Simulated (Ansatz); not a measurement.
# Ti2Ge5Ru: the cost of one run

Program: Ansatz 0.2.0. Level of theory: DFT PBE, scalar-relativistic, plane waves, PAW, unless a step names another level. These are calculated values, not measurements.

15 further runs of the same task are left out: 4 that didn't finish, 11 set aside as unsound or not needed. Runs told in other sessions of the task aren't counted.

### Step 1. Plan

Pauling electronegativities: Ti 1.54, Ge 2.01, Ru 2.20 (spread 0.66). No set of common oxidation states balances it. Tabulated atomic sizes suggest about 16 Å³/atom. 24 candidates were drawn, by swapping species into database cells of other compounds, at random by space group and Wyckoff sites, or by hand, as the table says:

```tsv
name	made from	space group no.	Wyckoff sites	atoms (primitive cell)	V (Å³/atom)
c01	random	47	Ti 1g, 1h; Ge 4u, 1a; Ru 1b	8	19.1
c02	built by hand: filled V2Ga5 (Mn2Hg5)	127	Ti 4h; Ge 8i, 2d; Ru 2b	16	16.5
c03	random	191	Ti 2d; Ge 1a, 2c, 2e; Ru 1b	8	21.3
c04	random	191	Ti 2c; Ge 4h, 1a; Ru 1b	8	17.7
c05	random	123	Ti 1a, 1b; Ge 4l, 1c; Ru 1d	8	21.4
c06	built by hand: ordered AuCu3 superstructure	123	Ti 1a, 1b; Ge 4i, 1d; Ru 1c	8	16.5
c07	random	191	Ti 2d; Ge 2e, 3g; Ru 1b	8	17.3
c08	random	191	Ti 2d; Ge 4h, 1b; Ru 1a	8	20.1
c09	random	139	Ti 4c; Ge 4e, 4d, 2b; Ru 2a	8	20.5
c10	random	99	Ti 1a, 1a; Ge 1b, 4d; Ru 1b	8	19.7
c11	random	216	Ti 4a, 4b; Ge 16e, 4d; Ru 4c	8	19.8
c12	database cell of NaLi5N2	123	Ti 1c, 1b; Ge 4i, 1a; Ru 1d	8	15.4
c13	random	174	Ti 1d, 1e; Ge 3k, 1c, 1b; Ru 1a	8	19.3
c14	database cell of Al5CuMo2	123	Ti 1a, 1d; Ge 4i, 1c; Ru 1b	8	16.0
c15	random	47	Ti 2s; Ge 2r, 2t, 1d; Ru 1a	8	21.4
c16	random	191	Ti 2e; Ge 2d, 3f; Ru 1a	8	17.6
c17	random	139	Ti 4d; Ge 8j, 2b; Ru 2a	8	20.2
c18	random	99	Ti 1a, 1b; Ge 2c, 2c, 1a; Ru 1b	8	17.9
c19	random	191	Ti 2e; Ge 4h, 1b; Ru 1a	8	18.9
c20	random	191	Ti 2c; Ge 2d, 2e, 1a; Ru 1b	8	19.2
c21	random	191	Ti 2d; Ge 4h, 1a; Ru 1b	8	19.0
c22	built by hand: ordered CeNiSi2 variant	38	Ti 2a, 2b; Ge 2b, 2b, 2a, 2a, 2b; Ru 2a	8	16.5
c23	built by hand: HoCoGa5-derived, Ti-stuffed	123	Ti 1d, 1a; Ge 4i, 1c; Ru 1b	8	16.5
c24	random	139	Ti 4d; Ge 8h, 2a; Ru 2b	8	20.7
```

### Step 2. Screening run of c01

Contents of input.yaml:

```yaml
crystal:
  lattice:
    - [4.3682316, 0.0, 0.0]
    - [0.0, 5.09479954, 0.0]
    - [0.0, 0.0, 6.85690282]
  atoms:
    - { symbol: Ti, position: [0.0, 0.5, 0.5] }
    - { symbol: Ti, position: [0.5, 0.5, 0.5] }
    - { symbol: Ge, position: [0.0, 0.74348032, 0.25715543] }
    - { symbol: Ge, position: [0.0, 0.74348032, 0.74284457] }
    - { symbol: Ge, position: [0.0, 0.25651968, 0.74284457] }
    - { symbol: Ge, position: [0.0, 0.25651968, 0.25715543] }
    - { symbol: Ge, position: [0.0, 0.0, 0.0] }
    - { symbol: Ru, position: [0.5, 0.0, 0.0] }
basis:
  ecutwfc: 420
kpoints:
  mp_grid: { grid: [4, 3, 3] }
hamiltonian:
  xc: pbe
scf:
  occupations: { method: gaussian, width: 0.2 }
  lower_state_search: "off"
output:
  forces: true
  stress: true
  eigenvalues: true
relax:
  adjacent_minimum: "off"
  f_tol: 0.08
  max_steps: 16
  cell: { stress_tol: 0.8 }
```

On the command line:

```sh
ansatz run input.yaml --threads 1 --pin off --max-ram 2560MiB --backend cpu --events-out ev --progress --plain --runs-dir out
```

**Question.** How long does this run take on 1 thread of Intel Xeon at 2.50GHz (Skylake/Cascade Lake), shared host, and how much memory does it need?

About 4.5 min, with a peak of 0.59 GiB.
